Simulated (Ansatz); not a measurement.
# FH5N2STi: the cost of one run

Method: RHF/def2-SVP, in Ansatz 0.2.0.

### Step 1. The system as given

Bond lengths: Ti1–F2 2.392 Å, Ti1–S3 2.210 Å, Ti1–H4 2.110 Å, Ti1–N5 1.837 Å, Ti1–N6 1.834 Å, N5–H7 1.024 Å, N5–H8 1.020 Å, N6–H9 1.021 Å, N6–H10 1.023 Å. Angles (14 of 16 angles, heavy atoms first): F2–Ti1–S3 79.2°, F2–Ti1–N5 114.7°, F2–Ti1–N6 117.4°, S3–Ti1–N5 108.2°, S3–Ti1–N6 108.8°, N5–Ti1–N6 120.0°, F2–Ti1–H4 30.3°, S3–Ti1–H4 48.9°, H4–Ti1–N5 118.6°, H4–Ti1–N6 121.3°, Ti1–N5–H7 121.0°, Ti1–N5–H8 128.2°, Ti1–N6–H9 127.0°, Ti1–N6–H10 122.6°.

As a file:

```xyz
10

Ti    0.1491   -0.0590    0.0704
F     2.4006   -0.7810    0.4352
S     0.7249   -0.6710   -1.9740
H     1.9562   -0.8438   -0.6862
N    -0.0826    1.7630    0.0805
N    -1.1952   -1.1580    0.6608
H     0.2142    2.3364   -0.7138
H    -0.7364    2.3128    0.6386
H    -1.8977   -0.9425    1.3697
H    -1.5330   -1.9568    0.1186
```

### Step 2. A restrained relaxation towards end A

Springs on the bonds that form and break draw the guess towards this end; the thresholds are loose.

The input, input.yaml:

```yaml
crystal:
  periodic: [false, false, false]
  atoms:
    - { symbol: Ti, position_ang: [0.1491, -0.059, 0.0704] }
    - { symbol: F, position_ang: [2.4006, -0.781, 0.4352] }
    - { symbol: S, position_ang: [0.7249, -0.671, -1.974] }
    - { symbol: H, position_ang: [1.9562, -0.8438, -0.6862] }
    - { symbol: "N", position_ang: [-0.0826, 1.763, 0.0805] }
    - { symbol: "N", position_ang: [-1.1952, -1.158, 0.6608] }
    - { symbol: H, position_ang: [0.2142, 2.3364, -0.7138] }
    - { symbol: H, position_ang: [-0.7364, 2.3128, 0.6386] }
    - { symbol: H, position_ang: [-1.8977, -0.9425, 1.3697] }
    - { symbol: H, position_ang: [-1.533, -1.9568, 0.1186] }
basis:
  gaussian: { orbitals: def2-SVP }
hamiltonian:
  xc: hf
relax:
  f_tol: 0.15
  max_steps: 25
  restrain:
    - { distance: [3, 1], at: 2.18, k: 30.0 }
    - { distance: [0, 1], at: 2.17, k: 30.0 }
    - { distance: [3, 2], at: 1.36, k: 30.0 }
```

Launch:

```sh
$ ansatz run input.yaml --threads 2 --pin off --max-ram 3072MiB --backend cpu --events-out ev --progress --plain --runs-dir out
```

Q: Estimate wall time and peak memory on 2 threads of Arm Neoverse V2, shared host.

About 27 s, with a peak of 0.27 GiB.
